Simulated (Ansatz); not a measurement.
# HgPt: pressure up to the limit of the methods

An exercise on one series of results from a longer session: the logs are not shown, and one member is left open.

Program: Ansatz 0.2.0. Level of theory: DFT LDA, with the methods named in each step. These are calculated values, not measurements.

## Starting point

The structure is tetragonal, space group P4/mmm (No. 123). The conventional cell has a = 3.024 Å, b = 3.024 Å, c = 3.988 Å, α = 90.00°, β = 90.00°, γ = 90.00°. Hg (site symmetry 4/mmm) has 8 Pt at 2.92 Å and 4 Hg at 3.02 Å as nearest neighbours. Around Pt (site symmetry 4/mmm) lie 8 Hg at 2.92 Å and 4 Pt at 3.02 Å.

As a file:

```
Hg Pt
1.0
     3.02366    0.00000    0.00000
     0.00000    3.02366    0.00000
     0.00000    0.00000    3.98766
Hg Pt
1 1
Direct
  0.00000 0.00000 0.00000
  0.50000 0.50000 0.50000
```

Whether this phase is the stable one at these pressures isn't tested.

Atoms are numbered in the order of the input: Hg1, Pt2.

Set-up of the first run:

input.yaml

```yaml
crystal:
  lattice:
    - [3.023661, 0.0, 0.0]
    - [0.0, 3.023661, 0.0]
    - [0.0, 0.0, 3.98766]
  atoms:
    - { symbol: Hg, position: [0.0, 0.0, 0.0] }
    - { symbol: Pt, position: [0.5, 0.5, 0.5] }
kpoints:
  mp_grid: { grid: [12, 12, 9] }
  band_path:
    path:
      - [0.0, 0.0, 0.0]
      - [0.0, 0.5, 0.0]
      - [0.5, 0.5, 0.0]
      - [0.0, 0.0, 0.0]
      - [0.0, 0.0, 0.5]
      - [0.0, 0.5, 0.5]
      - [0.5, 0.5, 0.5]
      - [0.0, 0.0, 0.5]
      - [0.0, 0.5, 0.0]
    npoints: 14
scf:
  occupations: { method: fermi_dirac, width: 0.05 }
hamiltonian:
  xc: lda
  pseudopotentials: { kind: all_electron, lapw: { basis_error: 0.001 } }
output:
  forces: true
  stress: true
  eigenvalues: true
  populations: true
```

Launch:

```bash
ansatz run input.yaml --threads 1 --pin off --max-ram 2048MiB --backend cpu --events-out ev --progress --plain --runs-dir out
```

Steps of the session up to this table: The reference volume, LAPW; Volume scaled by 1, norm-conserving; Volume scaled by 0.9, LAPW; Volume scaled by 0.85, LAPW; Volume scaled by 0.7, LAPW; Volume scaled by 0.7, crystal datasets.

One table of the session follows, with a row left open; its other results are not shown here.

```
          method  volume over the first  volume (Å³/atom)  pressure (GPa)
            LAPW                      1            18.229          -13.15
            LAPW                    0.9                 ?               ?
            LAPW                   0.85            15.494           18.69
            LAPW                    0.7            12.760          111.33
             PAW                      1            18.229          -13.16
             PAW                    0.9            16.406            4.08
             PAW                   0.85            15.494           18.67
             PAW                    0.7            12.760          111.34
crystal datasets                    0.7            12.760          111.33
 norm-conserving                      1            18.229          -13.46
```

Estimate the missing values for LAPW, 0.9.

**Answer.** volume (Å³/atom): 16.406; pressure (GPa): 4.10.

Caveats from the session: Warnings in the runs' records: gradients without spin orbit, crystal datasets made.
